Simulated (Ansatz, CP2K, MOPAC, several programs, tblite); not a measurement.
Energy against volume for BP built on the zincblende prototype, at fixed shape and fractional coordinates, computed by several methods (PBE and r2SCAN, where shown, with plane waves in Ansatz); the cell shown is that of r2SCAN. The symmetry is F-43m (No. 216, cubic); a = 4.537 Å in the conventional setting, 11.67 Å³ an atom. Around B lie 4 P at 1.96 Å; around P lie 4 B at 1.96 Å. No spin polarisation and no zero-point or thermal motion. Energies count from each curve's lowest point; fits are third-order Birch-Murnaghan.

```
CELL_PARAMETERS angstrom
0.00000 2.26832 2.26832
2.26832 0.00000 2.26832
2.26832 2.26832 0.00000
ATOMIC_POSITIONS crystal
B 0.00000 0.00000 0.00000
P 0.25000 0.25000 0.25000
```

PBE, on the shape of its own relaxed cell:
```tsv
V (Å³/atom)	E (meV/atom)
11.056	23.72
11.409	5.65
11.762	0.00
12.115	5.06
12.468	19.41
```
V₀ = 11.76 Å³ an atom and B₀ = 162 GPa.

PM7 (MOPAC), on the shape of the cell shown, as a cluster of 64 atoms at the zone centre:
```tsv
V (Å³/atom)	E (meV/atom)
10.271	1293.41
10.971	780.61
11.671	419.01
12.371	168.18
13.072	0.00
```
The lowest point is an end point, so the minimum isn't bracketed.

Problem. GFN1-xTB (tblite), on the shape of the cell shown, as a cluster of 64 atoms at the zone centre, gives
```tsv
V (Å³/atom)	E (meV/atom)
10.271	167.08
10.971	49.92
11.671	0.29
12.371	0.00
13.072	36.14
```
What equilibrium volume and bulk modulus follow?

Solution. V₀ = 12.02 Å³ an atom and B₀ = 165 GPa.

Problem. GFN2-xTB (tblite), on the shape of the cell shown, as a cluster of 64 atoms at the zone centre, gives
```
V (Å³/atom)  E (meV/atom)
     10.271        152.73
     10.971         44.67
     11.671          0.00
     12.371          1.56
     13.072         37.27
```
What equilibrium volume and bulk modulus follow?

Solution. V₀ = 11.98 Å³ an atom and B₀ = 157 GPa.

PBE/DZVP (CP2K), on the shape of the cell shown:
```tsv
V (Å³/atom)	E (meV/atom)
10.271	121.61
10.971	31.54
11.671	0.00
12.371	12.60
13.072	58.50
```
V₀ = 11.79 Å³ an atom and B₀ = 161 GPa.
